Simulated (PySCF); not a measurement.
**TiH: from the state search to spectroscopic constants**

The task here is to estimate one member of a computed series from the others.

Method: Ti def2-TZVPPD, H def2-TZVPPD, no relativity; program: PySCF 2.14.0.

The first run:

A driver script around PySCF takes these settings:

```yaml
atoms: Ti, H
charge: 0
basis: Ti def2-TZVPPD, H def2-TZVPPD
Hamiltonian: no relativity
basis_functions: 84
electrons_treated: 23
masses_in_u: 47.9479, 1.0078
levels: PBE0, PBE, r²SCAN, B97-3, BLYP, r²SCAN0, TPSS, MN15, ωB97X-V, HF, MP2, SCS-MP2, CCSD, CCSD(T)
grid: 80 radial by 434 angular points
occupations: held fixed by the projection of orbital angular momentum
dissociation_limit: Ti + H, each in its ground configuration
starting_distance_in_angstrom: 1.585
values_of_2S_to_try: 1, 3, 5
```

Command:

```sh
$ OMP_NUM_THREADS=1 python dia.py task.json out
```

Among the steps run: Input; PBE0 along the bond; Excited determinants; PBE; r²SCAN (meta-GGA); B97-3 (global hybrid GGA); BLYP (GGA); r²SCAN0 (hybrid meta-GGA); TPSS (meta-GGA); MN15 (hybrid meta-GGA); ωB97X-V (range-separated hybrid); UHF (mean field); Adding correlation.

One of the session's tables, all rows but one given; the rest of the session is left out.

Energy (eV) from each level's lowest point:

| R (Å) | UHF | UHF-MP2 | UHF-SCS-MP2 | UHF-CCSD | UHF-CCSD(T) |
| --- | --- | --- | --- | --- | --- |
| 1.512 | 0.697 | 0.354 | 0.424 | n/a | n/a |
| 1.582 | 0.403 | 0.164 | 0.210 | 0.208 | 0.199 |
| 1.653 | 0.203 | 0.053 | 0.079 | 0.077 | 0.072 |
| 1.705 | 0.103 | 0.012 | 0.024 | 0.023 | 0.020 |
| 1.758 | 0.039 | 0.000 | 0.000 | 0.000 | 0.000 |
| 1.811 | 0.005 | 0.013 | 0.002 | 0.004 | 0.005 |
| 1.881 | ? | ? | ? | ? | ? |
| 1.969 | 0.044 | 0.161 | 0.124 | 0.129 | 0.135 |
| 2.074 | 0.152 | 0.323 | 0.271 | 0.278 | 0.284 |
| 2.215 | 0.359 | 0.582 | 0.516 | n/a | n/a |

**Question.** Estimate the row for R (Å) = 1.881.

Worked estimate for «UHF». A straight line through the neighbours (1.811, 0.005) and (1.969, 0.044) gives 0.005 + (0.044 − 0.005) × (1.881 − 1.811) / (1.969 − 1.811) = 0.022; a parabola fitted to 4 rows on both sides gives 0.003.

As computed: UHF: 0.000; UHF-MP2: 0.061; UHF-SCS-MP2: 0.038; UHF-CCSD: 0.041; UHF-CCSD(T): 0.045. In «UHF» the line misses by +0.022 and the parabola by +0.003.

To keep in mind: Lowest PBE0 solution found, without spin–orbit coupling: quartet, unpaired electrons σ ↑, π ↑, δ ↑.
